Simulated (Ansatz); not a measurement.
# BCl2FH: the cost of one run

All numbers below are computed with Ansatz 0.2.0 (UHF/def2-SVP).

## Step 1: The structure to begin with

Bond lengths: B1–F2 1.570 Å, B1–Cl3 1.860 Å, B1–Cl4 1.860 Å. Angles: F2–B1–Cl3 120.0°, F2–B1–Cl4 120.0°, Cl3–B1–Cl4 120.0°.

As a file:

```xyz
5

B     0.0000    0.0000    0.0000
F     0.0000    0.0000    1.5700
Cl    1.6108    0.0000   -0.9300
Cl   -1.6108    0.0000   -0.9300
H     0.0000    0.0000    2.7900
```

## Step 2: Pulling towards end A

Springs on the bonds that form and break draw the guess towards this end; the thresholds are loose.

input.yaml reads:

```yaml
crystal:
  periodic: [false, false, false]
  atoms:
    - { symbol: B, position_ang: [0.0, 0.0, 0.0] }
    - { symbol: F, position_ang: [0.0, 0.0, 1.57] }
    - { symbol: Cl, position_ang: [1.6108, 0.0, -0.93] }
    - { symbol: Cl, position_ang: [-1.6108, 0.0, -0.93] }
    - { symbol: H, position_ang: [0.0, 0.0, 2.79] }
magnetization:
  spin_polarized: true
  initial_magnetization: 1
basis:
  gaussian: { orbitals: def2-SVP }
hamiltonian:
  xc: hf
relax:
  f_tol: 0.15
  max_steps: 25
  restrain:
    - { distance: [1, 4], at: 2.12, k: 30.0 }
    - { distance: [0, 1], at: 1.32, k: 30.0 }
output:
  orbitals: {}
```

Run with:

```
$ ansatz run input.yaml --threads 1 --pin off --max-ram 2048MiB --backend cpu --events-out ev --progress --plain --runs-dir out
```

**Question.** How long does this run take on 1 thread of Arm Neoverse V1, shared host, and how much memory does it need?

About 9 s, with a peak of 0.14 GiB.
